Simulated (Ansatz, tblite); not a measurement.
**W(NH)2Br2 (Br2H2N2W): one state, many levels**

One table from this session's results is given with a row withheld; the runs are named, their logs left out.

The runs use Ansatz 0.2.0, Gaussian basis; as each input shows.

Plan: GFN1-xTB, GFN2-xTB, PBE-D4/def2-TZVP, r2SCAN-D4/def2-TZVP, r2SCANh-D4/def2-TZVP, CAM-B3LYP-D4/def2-TZVP, LDA/def2-TZVP, PBE-D4/def2-SVP, PBE0-D4/def2-SVP, PBE0-D4/def2-TZVPD, PBE-D4/def2-TZVPD, r2SCANh-D4/def2-TZVPD, CCSD(T)/def2-SVP, MP2/def2-TZVP, RPA/def2-TZVP.

2 further runs of the same task are left out: 2 set aside as unsound or not needed.

## The geometry

The singlet was relaxed beforehand with PBE-D4/def2-SVP.

7 atoms, charge 0, spin multiplicity 1.

Bond lengths: W1–N2 1.757 Å, W1–N4 1.757 Å, W1–Br6 2.450 Å, W1–Br7 2.450 Å, N2–H3 1.025 Å, N4–H5 1.025 Å. Angles: N2–W1–N4 109.8°, N2–W1–Br6 107.3°, N2–W1–Br7 107.3°, N4–W1–Br6 107.3°, N4–W1–Br7 107.3°, Br6–W1–Br7 117.7°, W1–N2–H3 154.5°, W1–N4–H5 154.5°.

Formally the metal is d0. W takes a core potential in the def2 sets. No spin-orbit coupling is included.

PBE0-D4/def2-TZVP was run before; its log isn't repeated, and its numbers join the tables.

Set-up of the first run:

Tight binding, by tblite at 300 K electronic temperature and without a spin-polarisation term:

```python
tblite.interface.Calculator('GFN1-xTB', numbers, positions, charge=0, uhf=0).singlepoint()
```

Tight binding, by tblite at 300 K electronic temperature and without a spin-polarisation term:

```python
tblite.interface.Calculator('GFN2-xTB', numbers, positions, charge=0, uhf=0).singlepoint()
```

start.molden holds the orbitals of an earlier run on this state, given as this run's starting guess.

Input file in.yaml:

```yaml
crystal:
  periodic: [false, false, false]
  atoms:
    - {symbol: W, position_ang: [-0.384454, 0.005615, -0.270078]}
    - {symbol: N, position_ang: [-0.385123, -0.014088, 1.486856]}
    - {symbol: H, position_ang: [0.055353, -0.027444, 2.412242]}
    - {symbol: N, position_ang: [1.268369, 0.001217, -0.866146]}
    - {symbol: H, position_ang: [2.288361, -0.006763, -0.765744]}
    - {symbol: Br, position_ang: [-1.407203, 2.117366, -0.975052]}
    - {symbol: Br, position_ang: [-1.435303, -2.075902, -1.022079]}
basis:
  gaussian: {orbitals: def2-TZVP, initial_orbitals: start.molden}
hamiltonian: {xc: pbe, dispersion: d4}
scf: {omitted_lower_state_checks: [starts]}
output: {forces: true, orbitals: {seedname: orbitals}}
```

The run is started by

```console
ansatz run in.yaml --threads 2 --pin off --events-out ev --progress --plain --max-ram 22528MiB --backend cpu
```

Among the steps run: PBE-D4/def2-TZVP; r2SCAN-D4/def2-TZVP; r2SCANh-D4/def2-TZVP; CAM-B3LYP-D4/def2-TZVP; LDA/def2-TZVP; PBE-D4/def2-SVP; PBE0-D4/def2-SVP; PBE0-D4/def2-TZVPD; PBE-D4/def2-TZVPD; r2SCANh-D4/def2-TZVPD; CCSD(T)/def2-SVP; MP2/def2-TZVP; RPA/def2-TZVP.

One table of the session follows, with a row left open; its other results are not shown here.

It belongs to the step «Binding energy». 

```
                 level  binding an atom (eV)
           HF/def2-SVP                     ?
          HF/def2-TZVP                 2.069
         LDA/def2-TZVP                 4.615
CAM-B3LYP-D4/def2-TZVP                 3.787
          MP2/def2-SVP                 3.798
         MP2/def2-TZVP                 4.020
         CCSD/def2-SVP                 3.379
      CCSD(T)/def2-SVP                 3.537
```

Estimate the missing values for HF/def2-SVP.

The run gave: binding an atom (eV): 1.991. In the column «binding an atom (eV)» it is the lowest.

Caveats from the session: Free atoms were run apart at each level; binding is atoms less cluster, divided by the number of atoms, without zero-point or spin-orbit terms.
